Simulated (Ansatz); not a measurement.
Write a Python script for Ansatz 0.2.0 through its Python package that makes a relaxed scan of one distance of GeH3S, SMILES [SH][GeH2]. Level of theory (for the species named): B3LYP, def2-SVP basis, multiplicity 2.

```xyz
5

S     1.2217   -0.9030    0.5570
Ge   -0.3722    0.6481    0.0166
H     0.1701   -1.7520    1.0182
H    -1.2884    0.0486   -1.0053
H     0.3187    1.8845   -0.6279
```

Script `run_relaxed_scan.py`:
```python
"""Relaxed scan of one distance in GeH3S."""

import ansatz as az
from ase import Atoms
import numpy as np


def main() -> None:
    atoms = Atoms(["S", "Ge", "H", "H", "H"], positions=[
        (1.2217, -0.903, 0.557),
        (-0.3722, 0.6481, 0.0166),
        (0.1701, -1.752, 1.0182),
        (-1.2884, 0.0486, -1.0053),
        (0.3187, 1.8845, -0.6279),
    ])
    mol = az.Crystal.molecule_from_ase(atoms)

    calculation = (
        mol.calculation()
        .basis(gaussian="def2-SVP")  # the orbital basis, by name
        .functional("b3lyp")
        .spin("collinear", total=1)  # two spin channels
    )
    symbols = [site.symbol for site in mol.cartesian_sites]
    pairs = [(0, 1), (0, 2), (1, 3), (1, 4)]
    print("held (A)   E (eV)        ", "  ".join(f"{symbols[i]}{i}-{symbols[j]}{j}" for i, j in pairs))
    for length in [1.31, 1.43, 1.54, 1.71, 1.93]:
        summary = calculation.relax(constraints=[az.DistanceConstraint((0, 2), at=length)], force_tolerance=0.02, max_steps=60).run(threads=1, pin="off").report
        xyz = np.array(summary["positions_ang"])
        print(f"{length:6.2f} {summary['free_energy_ev']:14.5f}  ", "  ".join(f"{np.linalg.norm(xyz[i] - xyz[j]):.3f}" for i, j in pairs))


if __name__ == "__main__":
    main()
```

Running `python run_relaxed_scan.py` prints:
```text
held (A)   E (eV)         S0-Ge1  S0-H2  Ge1-H3  Ge1-H4
DeckWarning: relax.constraints: the input's atoms, or those drawn, lie off the distances that are held; a relaxation that starts there is brought onto them ahead of its first SCF, by positions alone, [...]
  1.31   -67393.14040   2.254  1.310  1.561  1.555
  1.43   -67393.10163   2.254  1.430  1.561  1.555
  1.54   -67392.84069   2.254  1.540  1.561  1.556
  1.71   -67392.24340   2.253  1.710  1.562  1.557
  1.93   -67391.38531   2.250  1.930  1.561  1.558
```
(Warnings from the package without file and line, shortened, repeats left out.)

Notes:
- Total energies depend on the basis set; only differences at equal settings carry meaning.
- The energies are electronic: no zero-point or thermal terms, and the basis set is short of its limit.
- The species is open-shell (spin multiplicity 2).
- b3lyp holds the VWN-RPA fit, as in Gaussian; the form of ORCA and Turbomole is b3lyp5.
- Timing: 81 s on 1 thread of Intel(R) Xeon(R) Platinum 8375C CPU @ 2.90GHz (Ice Lake), with other jobs on the host, peak memory 0.26 GiB.
